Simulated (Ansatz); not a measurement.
# CH2FNOSi: one species, many methods

The task here is to estimate one member of a computed series from the others.

The runs use Ansatz 0.2.0, Gaussian basis; functionals in def2-TZVPP, the program's frozen cores in correlated methods.

Plan: LDA (SPW92), PBE-D4, revPBE-D4, BLYP-D4, r2SCAN-D4, B97M-V, PBE0-D4, B3LYP-D4, r2SCANh-D4, r2SCAN0-D4, HSE06-D4, BHLYP-D4, CAM-B3LYP-D4, LC-ωPBE, ωB97X-V, ωB97M-V, B2PLYP, PBE-QIDH; CCSD(T)/def2-SVP; CCSD(T)/def2-TZVPP; MP2/def2-QZVPP; extrapolation to the limit; RPA on PBE.

## The geometry

An earlier PBE0-D4 in a triple-zeta def2 set relaxation fixed the geometry.

SMILES `O=C1N[SiH]1F`, 7 atoms, charge 0, spin multiplicity 1.

Atoms are counted from 1 here; the program's logs count them from 0.

Bond lengths: O1–C2 1.192 Å, C2–N3 1.380 Å, C2–Si4 1.849 Å, N3–Si4 1.714 Å, N3–H6 1.014 Å, Si4–F5 1.587 Å, Si4–H7 1.477 Å. Angles: O1–C2–N3 135.4°, O1–C2–Si4 162.4°, N3–C2–Si4 62.1°, C2–N3–Si4 72.5°, C2–N3–H6 129.7°, Si4–N3–H6 157.8°, C2–Si4–N3 45.4°, C2–Si4–F5 124.2°, C2–Si4–H7 129.1°, N3–Si4–F5 117.8°, N3–Si4–H7 119.6°, F5–Si4–H7 105.8°.

Set-up of the first run:

The input, in.yaml:

```yaml
crystal:
  periodic: [false, false, false]
  atoms:
    - {symbol: O, position_ang: [0.141541, -1.847054, 1.342969]}
    - {symbol: C, position_ang: [0.099865, -0.902902, 0.616529]}
    - {symbol: N, position_ang: [-0.300123, 0.412099, 0.736029]}
    - {symbol: Si, position_ang: [0.235371, 0.180974, -0.875533]}
    - {symbol: F, position_ang: [-0.848475, 0.243384, -2.032895]}
    - {symbol: H, position_ang: [-0.668044, 0.906388, 1.540893]}
    - {symbol: H, position_ang: [1.400963, 0.939011, -1.373691]}
basis:
  gaussian: {orbitals: def2-TZVPP}
hamiltonian: {xc: lda}
output: {orbitals: {seedname: orbitals}}
```

Command:

```sh
$ ansatz run in.yaml --threads 2 --pin off --events-out ev --progress --plain --max-ram 4352MiB
```

Among the steps run: LDA; PBE-D4 (GGA); revPBE-D4 (GGA); BLYP-D4 (GGA); r2SCAN-D4 (meta-GGA); B97M-V (meta-GGA); B3LYP-D4 (hybrid); r2SCANh-D4 (hybrid); r2SCAN0-D4 (hybrid); HSE06-D4 (hybrid); BHLYP-D4 (hybrid); CAM-B3LYP-D4 (range-separated); LC-ωPBE (range-separated); ωB97X-V (range-separated); ωB97M-V (range-separated); B2PLYP (double hybrid); PBE-QIDH (double hybrid).

One of the session's tables, all rows but one given; the rest of the session is left out.

It belongs to the step «Orbital energies across the functionals». 

| functional | HOMO (eV) | gap (eV) |
| --- | --- | --- |
| LDA (SPW92) | -5.98 | 4.21 |
| PBE-D4 | -5.81 | 4.28 |
| revPBE-D4 | -5.74 | 4.30 |
| BLYP-D4 | -5.71 | 4.27 |
| r2SCAN-D4 | -6.04 | 4.75 |
| B97M-V | -6.15 | 4.79 |
| PBE0-D4 | -7.15 | 6.48 |
| B3LYP-D4 | -6.94 | 6.01 |
| r2SCANh-D4 | ? | ? |
| r2SCAN0-D4 | -7.32 | 6.81 |
| HSE06-D4 | -6.75 | 5.70 |
| BHLYP-D4 | -8.46 | 8.59 |
| CAM-B3LYP-D4 | -8.50 | 8.80 |
| LC-ωPBE | -9.73 | 11.26 |
| ωB97X-V | -9.43 | 10.82 |
| ωB97M-V | -9.34 | 10.43 |

Q: Estimate the row for r2SCANh-D4 from the others.

Worked estimate for «HOMO (eV)». Against the share of exact exchange, r2SCAN-D4 (0, -6.04), r2SCAN0-D4 (0.25, -7.32) give a slope of -5.12 per unit share; at 0.1 the line stands at -6.55.

The run gave: HOMO (eV): -6.55; gap (eV): 5.59. In «HOMO (eV)» the line misses by 0.00.
